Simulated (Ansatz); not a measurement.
# C2H7BGaNO: how energies converge with the basis set

Aim: see how fast density functionals converge with the basis set for C2H7BGaNO.

Program: Ansatz 0.2.0, Gaussian basis. Level of theory: one geometry, several basis sets. These are calculated values, not measurements.

Levels to be run: PBE0-D4/def2-SVP; ωB97M-V/def2-SVP; PBE0-D4/def2-QZVPP; ωB97M-V/def2-QZVPP; the functionals' def2-TZVPP values are taken from earlier runs.

### 1 Structure used throughout

All runs share one geometry, relaxed beforehand with PBE0-D4 in a triple-zeta def2 set.

13 atoms, charge 0, spin multiplicity 1.

Atoms are counted from 1 here; the program's logs count them from 0.

Bond lengths: B1–Ga2 2.058 Å, B1–H7 1.194 Å, B1–H8 1.193 Å, Ga2–O3 1.845 Å, Ga2–N5 1.835 Å, O3–C4 1.403 Å, C4–N5 1.448 Å, C4–H9 1.104 Å, C4–H10 1.104 Å, N5–C6 1.427 Å, C6–H11 1.091 Å, C6–H12 1.100 Å, C6–H13 1.100 Å. Angles: Ga2–B1–H7 120.6°, Ga2–B1–H8 120.8°, H7–B1–H8 118.6°, B1–Ga2–O3 138.7°, B1–Ga2–N5 146.3°, O3–Ga2–N5 75.0°, Ga2–O3–C4 91.2°, O3–C4–N5 103.5°, O3–C4–H9 110.9°, O3–C4–H10 110.9°, N5–C4–H9 111.8°, N5–C4–H10 111.8°, H9–C4–H10 107.8°, Ga2–N5–C4 90.2°, Ga2–N5–C6 148.2°, C4–N5–C6 121.6°, N5–C6–H11 110.1°, N5–C6–H12 112.1° and more.

Geometry (Å):

```mol
C2H7BGaNO
  3D, bonds by distance, orders not assigned

 13 13  0  0  0  0  0  0  0  0999 V2000
   -0.9191   -2.9470   -0.5042 B   0  0
    0.1076   -1.2185   -0.0622 Ga  0  0
    1.7947   -0.7099    0.4838 O   0  0
    1.4224    0.6430    0.4767 C   0  0
    0.0362    0.6111    0.0578 N   0  0
   -0.7303    1.8068   -0.0793 C   0  0
   -2.0623   -2.9041   -0.8448 H   0  0
   -0.3864   -4.0113   -0.4259 H   0  0
    1.5378    1.0887    1.4800 H   0  0
    2.0500    1.2207   -0.2239 H   0  0
   -1.7446    1.5677   -0.4037 H   0  0
   -0.8077    2.3599    0.8680 H   0  0
   -0.2984    2.4927   -0.8223 H   0  0
  1  2  8  0
  2  3  8  0
  3  4  8  0
  4  5  8  0
  5  6  8  0
  1  7  8  0
  1  8  8  0
  4  9  8  0
  4 10  8  0
  6 11  8  0
  6 12  8  0
  6 13  8  0
  2  5  8  0
M  END
```

### 2 PBE0-D4 in def2-SVP

Input file in.yaml:

```yaml
crystal:
  periodic: [false, false, false]
  atoms:
    - {symbol: B, position_ang: [-0.919120, -2.946953, -0.504207]}
    - {symbol: Ga, position_ang: [0.107624, -1.218489, -0.062214]}
    - {symbol: O, position_ang: [1.794690, -0.709872, 0.483771]}
    - {symbol: C, position_ang: [1.422364, 0.643031, 0.476720]}
    - {symbol: N, position_ang: [0.036243, 0.611089, 0.057756]}
    - {symbol: C, position_ang: [-0.730264, 1.806756, -0.079254]}
    - {symbol: H, position_ang: [-2.062307, -2.904054, -0.844796]}
    - {symbol: H, position_ang: [-0.386421, -4.011323, -0.425856]}
    - {symbol: H, position_ang: [1.537810, 1.088709, 1.480006]}
    - {symbol: H, position_ang: [2.050015, 1.220737, -0.223900]}
    - {symbol: H, position_ang: [-1.744571, 1.567675, -0.403684]}
    - {symbol: H, position_ang: [-0.807684, 2.359934, 0.867963]}
    - {symbol: H, position_ang: [-0.298368, 2.492720, -0.822295]}
basis:
  gaussian: {orbitals: def2-SVP}
hamiltonian: {xc: pbe0, dispersion: d4}
output: {orbitals: {seedname: orbitals}}
```

Run with:

```
ansatz run in.yaml --threads 2 --pin off --events-out ev --progress --plain --max-ram 22528MiB --backend cpu
```

After this run come: ωB97M-V in def2-SVP; PBE0-D4 in def2-QZVPP; ωB97M-V in def2-QZVPP.

Q: Predict the results of all the runs planned. Wanted: PBE0-D4: double and triple zeta above quadruple; ωB97M-V: double and triple zeta above quadruple.

As calculated:

| quantity | value |
| --- | --- |
| PBE0-D4: double and triple zeta above quadruple | 15.53, 1.55 eV |
| ωB97M-V: double and triple zeta above quadruple | 15.75, 1.50 eV |

**Reading.** For PBE0-D4 the step from double to triple zeta gains 13.98 eV and the next only 1.55 eV. These are total energies; as a rule much of such shifts cancels in differences, which this series doesn't test.
